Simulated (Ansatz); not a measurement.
**CH₆O₂SSi: one species, many methods**

How much do the methods differ for CH₆O₂SSi? The plan is to run it at one geometry with functionals of several rungs and with coupled cluster. The yardstick is the atomisation energy at the CCSD(T) limit.

Program: Ansatz 0.2.0, Gaussian basis. Level of theory: functionals in def2-TZVPP, the program's frozen cores in correlated methods. These are calculated values, not measurements.

Plan: LDA (SPW92), PBE-D4, revPBE-D4, BLYP-D4, r2SCAN-D4, B97M-V, PBE0-D4, B3LYP-D4, r2SCANh-D4, r2SCAN0-D4, HSE06-D4, BHLYP-D4, CAM-B3LYP-D4, LC-ωPBE, ωB97X-V, ωB97M-V, B2PLYP, PBE-QIDH; CCSD(T)/def2-SVP; CCSD(T)/def2-TZVPP; MP2/def2-QZVPP; extrapolation to the limit; RPA on PBE.

## 1. The relaxed structure

All runs share one geometry, relaxed beforehand with PBE0-D4 in a triple-zeta def2 set.

SMILES `OC(S)O[SiH3]`, 11 atoms, charge 0, spin multiplicity 1.

Atoms are counted from 1 here; the program's logs count them from 0.

Bond lengths: O1–C2 1.382 Å, O1–H6 0.964 Å, C2–S3 1.818 Å, C2–O4 1.393 Å, C2–H7 1.101 Å, S3–H8 1.344 Å, O4–Si5 1.661 Å, Si5–H9 1.482 Å, Si5–H10 1.486 Å, Si5–H11 1.482 Å. Angles: C2–O1–H6 106.8°, O1–C2–S3 109.1°, O1–C2–O4 108.6°, O1–C2–H7 111.8°, S3–C2–O4 114.1°, S3–C2–H7 104.1°, O4–C2–H7 109.2°, C2–S3–H8 94.5°, C2–O4–Si5 124.3°, O4–Si5–H9 104.0°, O4–Si5–H10 110.6°, O4–Si5–H11 112.1°, H9–Si5–H10 110.3°, H9–Si5–H11 109.8°, H10–Si5–H11 109.9°.

## 2. LDA

This LDA is Slater exchange with PW92 correlation.

Input file in.yaml:

```yaml
crystal:
  periodic: [false, false, false]
  atoms:
    - {symbol: O, position_ang: [-1.478364, -1.583532, 0.506137]}
    - {symbol: C, position_ang: [-0.798240, -0.382464, 0.583396]}
    - {symbol: S, position_ang: [0.471996, -0.501856, 1.878023]}
    - {symbol: O, position_ang: [-0.297562, -0.072595, -0.678513]}
    - {symbol: Si, position_ang: [0.886941, 1.056034, -0.964955]}
    - {symbol: H, position_ang: [-1.963405, -1.576948, -0.327215]}
    - {symbol: H, position_ang: [-1.451345, 0.435350, 0.923719]}
    - {symbol: H, position_ang: [1.052672, -1.595275, 1.355191]}
    - {symbol: H, position_ang: [0.746591, 1.364342, -2.407654]}
    - {symbol: H, position_ang: [0.652896, 2.276961, -0.151424]}
    - {symbol: H, position_ang: [2.243322, 0.522985, -0.696103]}
basis:
  gaussian: {orbitals: def2-TZVPP}
hamiltonian: {xc: lda}
output: {orbitals: {seedname: orbitals}}
```

Further steps of the session: PBE-D4 (GGA); revPBE-D4 (GGA); BLYP-D4 (GGA); r2SCAN-D4 (meta-GGA); B97M-V (meta-GGA); PBE0-D4 (hybrid); B3LYP-D4 (hybrid); r2SCANh-D4 (hybrid); r2SCAN0-D4 (hybrid); HSE06-D4 (hybrid); BHLYP-D4 (hybrid); CAM-B3LYP-D4 (range-separated); LC-ωPBE (range-separated); ωB97X-V (range-separated); ωB97M-V (range-separated); B2PLYP (double hybrid); PBE-QIDH (double hybrid); CCSD(T) in def2-SVP; CCSD(T) in def2-TZVPP; MP2 in def2-QZVPP; RPA on PBE orbitals.

**Question.** What will the summary of the whole plan be? Wanted: atomisation energy, CCSD(T)/CBS; farthest beyond LDA; mean size of error, GGA; mean size of error, meta-GGA; mean size of error, hybrid; mean size of error, range-separated; mean size of error, double hybrid; gap, smallest and largest; T1 diagnostic.

As calculated:

| quantity | value |
| --- | --- |
| atomisation energy, CCSD(T)/CBS | 3810.4 kJ/mol |
| functionals within 19.1 kJ/mol (0.5 %) | r2SCAN-D4, B97M-V, CAM-B3LYP-D4, ωB97X-V, ωB97M-V |
| farthest beyond LDA | BHLYP-D4 (-155.2 kJ/mol) |
| mean size of error, GGA | 41.0 kJ/mol |
| mean size of error, meta-GGA | 4.7 kJ/mol |
| mean size of error, hybrid | 60.7 kJ/mol |
| mean size of error, range-separated | 17.5 kJ/mol |
| mean size of error, double hybrid | 64.9 kJ/mol |
| gap, smallest and largest | 5.25 eV (LDA (SPW92)), 12.52 eV (LC-ωPBE) |
| T1 diagnostic | 0.0121 |
| triples share of the correlation energy | 3.8 % |

What this shows: LDA overbinds by 601.3 kJ/mol (16 %). PBE-D4 misses by +50.0 kJ/mol. Double hybrids carry the basis error of their MP2 part in triple zeta, and no dispersion term here, so their miss is partly the set-up's. The rungs meta-GGA, range-separated miss on average by less than the doubt on the reference (19.1 kJ/mol), so they tie. Misses under about 19.1 kJ/mol are within the doubt on the reference itself, which lacks core-valence correlation, relativity and higher excitations. Hartree-Fock recovers 69 % of the binding; the rest is correlation. CCSD(T) in def2-SVP is off by -272.8 kJ/mol, worse than the median functional, from the basis alone. Orbital gaps span 5.2 to 12.5 eV; exact exchange widens them.
